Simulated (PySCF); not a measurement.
# trifluoroacetate (C2F3O2−): NMR shifts and spin-spin couplings

Wanted: the NMR shifts and spin-spin couplings of trifluoroacetate (C2F3O2−) (`O=C([O-])C(F)(F)F`), by calculation.

Computed with PySCF 2.14.0, with density-fitted response routines of our own, on a single molecule in the gas phase. Atoms count from 0, in the outputs and in this text.

## Step 1: Starting geometry

7 atoms, charge -1, multiplicity 1; geometry from: GFN2-xTB.

Bonds of the start (Å): O0–C1 1.22, C1–O2 1.22, C1–C3 1.65, C3–F4 1.36, C3–F5 1.36, C3–F6 1.36.

## Step 2: NMR shieldings: PBE0/pcSseg-1

The job: settings as JSON, then the geometry in Å.

```
{"job": {"kind": "nmr", "xc": "PBE0", "basis": "pcSseg-1"}, "charge": -1, "multiplicity": 1}
O      1.243856     1.316269    -0.559167
C      0.997255     0.159325    -0.266613
O      1.650447    -0.868548    -0.208337
C     -0.583554    -0.083277     0.148293
F     -0.734845    -0.565927     1.410483
F     -1.212847    -0.982595    -0.654541
F     -1.356978     1.029657     0.102805
```

Method: GIAO PBE0/pcSseg-1 NMR shielding, non-relativistic, gas phase.

**Question.** This job is followed by: B3LYP/pcJ-1 indirect spin-spin coupling, non-relativistic, gas phase. Predict these results of the whole session: ¹³C shifts against TMS (PBE0/pcSseg-1); ¹⁷O shifts against H2O (PBE0/pcSseg-1, means over atoms taken as alike); ¹⁹F shifts against CFCl3 (PBE0/pcSseg-1, means over atoms taken as alike); largest coupling of the table (B3LYP/pcJ-1).

**Answer**, as computed:

| quantity | value |
| --- | --- |
| ¹³C shifts against TMS (PBE0/pcSseg-1) | 156.1, 132.6 ppm |
| ¹⁷O shifts against H2O (PBE0/pcSseg-1, means over atoms taken as alike) | 302.0 ppm |
| ¹⁹F shifts against CFCl3 (PBE0/pcSseg-1, means over atoms taken as alike) | -95.2 ppm |
| largest coupling of the table (B3LYP/pcJ-1) | ¹J(C,F) C3–F4, -419.2 Hz |

At PBE0/pcSseg-1: The widest tensor belongs to O0, O2: span 382 ppm, with a paramagnetic part of -370 ppm. In the run at B3LYP/pcJ-1, the largest coupling of the table is C3–F4 (mean over like pairs), -419.2 Hz, of which the Fermi-contact term gives -395.7 Hz. Density functionals describe couplings to fluorine poorly, F–F couplings above all, so those rows are rough.
